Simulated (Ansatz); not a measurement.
# Sn2AuO2: the cost of one run

Program: Ansatz 0.2.0. Level of theory: DFT PBE+D3(BJ), scalar-relativistic, plane waves, PAW. These are calculated values, not measurements.

6 further runs of the same task are left out: 6 set aside as unsound or not needed. Runs told in other sessions of the task aren't counted.

### Step 1. Starting point

The structure is tetragonal, space group P4/nmm (No. 129). The conventional cell has a = 3.836 Å, b = 3.836 Å, c = 4.761 Å, α = 90.00°, β = 90.00°, γ = 90.00°. Around Sn (site symmetry 4mm) lie 4 O at 2.24 Å. O (site symmetry -4m2) has 4 Sn at 2.24 Å in its first shell of neighbours.

As a file:

```xyz
4
Lattice="3.8364 0.0000 0.0000 0.0000 3.8364 0.0000 0.0000 0.0000 4.7605" Properties=species:S:1:pos:R:3 pbc="T T T"
Sn    0.0000    1.9182    1.1580
Sn    1.9182    0.0000    3.6025
O     0.0000    0.0000    0.0000
O     1.9182    1.9182    0.0000
```

It is the result of an earlier relaxation at this level (volume 17.52 Å³/atom; gap on the mesh: none (metal)).

### Step 2. Plan of the scan

Atoms count from 1 in the order of the input.

Au is moved over the surface cell at a fixed height above a rigid substrate; the origin of the map has the adsorbate above Sn4; the height is held at 2.20 Å.

The axes are (1) position of Au5 along the first surface vector, from above Sn4: 8 values from 0.000 to 0.875, periodic; (2) position of Au5 along the second surface vector, from above Sn4: 8 values from 0.000 to 0.875, periodic.

Nothing else is relaxed. Points are written as (first, second).

The two vectors of the plane (Å): (3.820, 0.000, 0.000); (0.000, 3.820, 0.000).

### Step 3. Point (0/8, 0/8) of the map's two axes

The cell repeats along c, and a dipole correction in the vacuum removes the field between the copies.

input.yaml

```yaml
crystal:
  lattice:
    - [3.8201707215, 0.0, 0.0]
    - [0.0, 3.8201707215, 0.0]
    - [0.0, 0.0, 19.3630363687]
  atoms:
    - { symbol: Sn, position: [0.5, 0.0, 0.2065791709] }
    - { symbol: O, position: [0.0, 0.0, 0.2675984327] }
    - { symbol: O, position: [0.5, 0.5, 0.2675984327] }
    - { symbol: Sn, position: [0.0, 0.5, 0.3286176944] }
    - { symbol: Au, position: [0.0, 0.5, 0.4422362385], spin: 1.0 }
basis:
  ecutwfc: 420
kpoints:
  mp_grid: { grid: [7, 7, 1] }
hamiltonian:
  xc: pbe
  pseudopotentials: { kind: paw, azcp: { folder: soft_1 } }
  dispersion: d3bj
scf:
  occupations: { method: gaussian, width: 0.05 }
output:
  forces: true
  eigenvalues: true
  populations: true
  write_density: true
  write_potential: true
  elf: true
  volumetric_format: npy
magnetization:
  spin_polarized: true
efield:
  axis: 3
  dipole_correction: true
  ramp_width: 0.04
```

Command:

```bash
> ansatz run input.yaml --threads 1 --pin off --max-ram 3072MiB --backend cpu --events-out ev --progress --plain --runs-dir out
```

**Question.** How long does this run take on 1 thread of AMD EPYC 7R43 (Zen 3), shared host, and how much memory does it need?

About 38 s, with a peak of 0.56 GiB.
